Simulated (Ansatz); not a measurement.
**CaMn2Bi2 (P-3m1): relaxations under a series of pressures in Python**

How does CaMn2Bi2 (P-3m1) give way under pressure? The task is relaxations under a series of pressures, for CaMn2Bi2 (P-3m1).

Program: Ansatz 0.2.0, driven from Python. Level of theory: DFT PBE, plane waves, PAW. These are calculated values, not measurements.

## (1) The structure

It takes space group P-3m1 (No. 164, trigonal). Conventional cell: a = 4.626 Å, b = 4.626 Å, c = 7.729 Å, α = 90.00°, β = 90.00°, γ = 120.00°. Around Ca (site symmetry -3m) lie 6 Bi at 3.29 Å. Around Mn (site symmetry 3m) lie 4 Bi at 2.86 to 2.87 Å and 3 Mn at 3.26 Å. Around Bi (site symmetry 3m) lie 4 Mn at 2.86 to 2.87 Å and 3 Ca at 3.29 Å.

The script holds or builds the structure itself.

## (2) The code

camn2bi2_compress.py

```python
# -*- coding: utf-8 -*-
import ansatz as az
import numpy as np

XC = "pbe"
KGRID = (8, 8, 4)
OCCUPATIONS = "Gaussian"

def edges_and_angles(cell):
    cell = np.asarray(cell)
    a, b, c = np.linalg.norm(cell, axis=1)
    cosines = cell[1] @ cell[2] / (b * c), cell[0] @ cell[2] / (a * c), cell[0] @ cell[1] / (a * b)
    return (a, b, c, *np.degrees(np.arccos(cosines)))


def main():
    lattice = az.Lattice.of(
        [4.626382, 0.0, 0.0],
        [-2.313191, 4.006564, 0.0],
        [0.0, 0.0, 7.728792],
    )
    sites = [
        ("Ca", [0.0, 0.0, 0.0], 0.0),
        ("Mn", [2 / 3, 1 / 3, 0.620735], 2.8),
        ("Mn", [1 / 3, 2 / 3, 0.379265], -2.8),
        ("Bi", [2 / 3, 1 / 3, 0.248809], 0.0),
        ("Bi", [1 / 3, 2 / 3, 0.751191], 0.0),
    ]
    crystal = az.Crystal(lattice=lattice)
    for symbol, position, moment in sites:
        crystal = crystal.atom(symbol, position, moment=moment or None)

    base = (
        crystal.calculation()
        .functional(XC)
        .basis(16 * az.Ha)
        .kpoints(*KGRID)
        .occupations(OCCUPATIONS)
        .spin("collinear")
    )

    rows = []
    for pressure in [-2, 0, 2, 5, 10]:
        res = base.relax(cell=True, pressure=pressure).run()
        cell = res.lattice.cell_ang
        n_atoms = len(res.lattice.sites)
        volume = abs(np.linalg.det(cell)) / n_atoms
        enthalpy = res.report["free_energy_ev"] / n_atoms + pressure * volume / 160.21766
        rows.append((pressure, volume, enthalpy, *edges_and_angles(cell)))
        print(f"{pressure} GPa done: {volume:.4f} A^3/atom")

    print(" P (GPa)  V (A^3/atom)  H (eV/atom)     a       b       c")
    for row in rows:
        print("{:8.1f} {:12.4f} {:14.5f} {:7.4f} {:7.4f} {:7.4f}".format(*row[:6]))
    p, v = np.array([row[0] for row in rows], float), np.array([row[1] for row in rows])
    print("mean bulk modulus between rows (GPa):", np.round(-np.diff(p) / np.diff(np.log(v)), 1))


if __name__ == "__main__":
    main()
```

## (3) Launch

Command:

```bash
> python camn2bi2_compress.py
```

Log:

```text
-2 GPa done: 29.4188 A^3/atom
0 GPa done: 27.7207 A^3/atom
2 GPa done: 26.4368 A^3/atom
5 GPa done: 24.9355 A^3/atom
10 GPa done: 23.0675 A^3/atom
 P (GPa)  V (A^3/atom)  H (eV/atom)     a       b       c
    -2.0      29.4188    -6881.95369  4.6651  4.6651  7.8044
     0.0      27.7207    -6881.59762  4.5713  4.5713  7.6589
     2.0      26.4368    -6881.25988  4.4965  4.4965  7.5490
     5.0      24.9355    -6880.77965  4.3956  4.3956  7.4511
    10.0      23.0675    -6880.03240  4.2522  4.2522  7.3657
mean bulk modulus between rows (GPa): [33.6 42.2 51.3 64.2]
```

Wall time 36 min (1 thread of Arm Neoverse V1, shared host); peak memory 0.77 GiB.

## (4) Run by run

The 5 runs, in the order started:

| run | pressure asked (GPa) | energy from run 2 (meV/atom) | final volume (Å³/atom) | pressure (GPa) | SCF cycles in all | CPU time (s) |
| --- | --- | --- | --- | --- | --- | --- |
| 1 | -2 | 11.16 | 29.42 | -2.01 | 54 | 380 |
| 2 | 0 | 0.00 | 27.72 | 0.01 | 56 | 390 |
| 3 | 2 | 7.73 | 26.44 | 2.00 | 58 | 390 |
| 4 | 5 | 39.80 | 24.94 | 4.98 | 73 | 460 |
| 5 | 10 | 125.46 | 23.07 | 9.98 | 88 | 530 |

Energies are free energies F = E - TS of the smeared occupations. 

## (5) The relaxation of run 1, step by step

Relaxation path:

| step | E - E(step 1) (eV/cell) | largest force component (eV/Å) | pressure (GPa) | volume (Å³) |
| --- | --- | --- | --- | --- |
| 1 | 0.0000 | 0.3788 | -1.31 | 143.26 |
| 2 | 0.0113 | 0.3466 | -1.66 | 146.94 |
| 3 | -0.0050 | 0.0483 | -2.06 | 147.17 |
| 4 | -0.0067 | 0.0149 | -2.02 | 147.12 |
| 5 | -0.0071 | 0.0033 | -2.01 | 147.09 |
| 6 | -0.0079 | 0.0033 | -2.01 | 147.09 |

Step 1 is the start. Step 6 repeats the geometry before it on a plane-wave basis chosen anew for that cell, so its energy need not be comparable with the rows above.

«Before» is this run's own start.

|  | before | after | change |
| --- | --- | --- | --- |
| a (Å) | 4.626 | 4.665 | +0.8 % |
| b (Å) | 4.626 | 4.665 | +0.8 % |
| c (Å) | 7.729 | 7.804 | +1.0 % |
| volume (Å³/atom) | 28.65 | 29.42 | +2.7 % |
| shortest distance (Å) | 2.855 | 2.774 | -2.8 % |
| space group (0.01 Å) | P-3m1 | P-3m1 | same |

Under a set pressure the enthalpy E + pV is minimised, so E itself may rise.

## (6) The relaxation of run 5, step by step

Step by step:

| step | energy from step 1 (eV/cell) | largest force component (eV/Å) | pressure (GPa) | volume (Å³) |
| --- | --- | --- | --- | --- |
| 1 | 0.0000 | 0.3788 | -1.31 | 143.26 |
| 2 | 0.1492 | 0.2271 | 5.31 | 124.71 |
| 3 | 0.7591 | 0.1787 | 11.94 | 112.63 |
| 4 | 0.5362 | 0.0525 | 9.92 | 115.76 |
| 5 | 0.5426 | 0.0258 | 9.93 | 115.62 |
| 6 | 0.5587 | 0.0138 | 10.03 | 115.33 |
| 7 | 0.5584 | 0.0058 | 9.99 | 115.34 |
| 8 | 0.5636 | 0.0053 | 9.98 | 115.34 |

Step 1 is the start. Step 8 repeats the geometry before it on a plane-wave basis chosen anew for that cell, so its energy need not be comparable with the rows above.

«Before» is this run's own start.

|  | before | after | change |
| --- | --- | --- | --- |
| a (Å) | 4.626 | 4.252 | -8.1 % |
| b (Å) | 4.626 | 4.252 | -8.1 % |
| c (Å) | 7.729 | 7.366 | -4.7 % |
| volume (Å³/atom) | 28.65 | 23.07 | -19.5 % |
| shortest distance (Å) | 2.855 | 2.622 | -8.2 % |
| space group (0.01 Å) | P-3m1 | P-3m1 | same |

Under a set pressure the enthalpy E + pV is minimised, so E itself may rise.

## (7) Outcome

| quantity | value |
| --- | --- |
| bulk modulus between neighbouring pressures | 33.6 to 64.2 GPa |
| runs compared | 5 |
| range of energy | 125.46 meV/atom |

**Reading.** The crystal stiffens as it is compressed. The volume falls from 29.42 Å³ an atom at -2 GPa to 23.07 at 10 GPa, by 21.6 %. Between -2 and 0 GPa, -V dP/dV is about 34 GPa, a mean over that step. In run 1, over 4 moves the cell grew by 2.7 % in volume under the -2 GPa asked, and the space group stayed P-3m1. In run 5, over 6 moves the cell shrank by 19.5 % in volume under the 10 GPa asked, and the space group stayed P-3m1. Caveats:
- At a fixed pressure a relaxation lowers the enthalpy F + PV, while F alone can rise.
- Spin-orbit coupling, which matters for elements this heavy, is left out.
- This cell is a computed structure, which may not be the phase found in nature.
- Symmetry holds the cell in this phase, so another phase that may be stable under pressure is not reached.
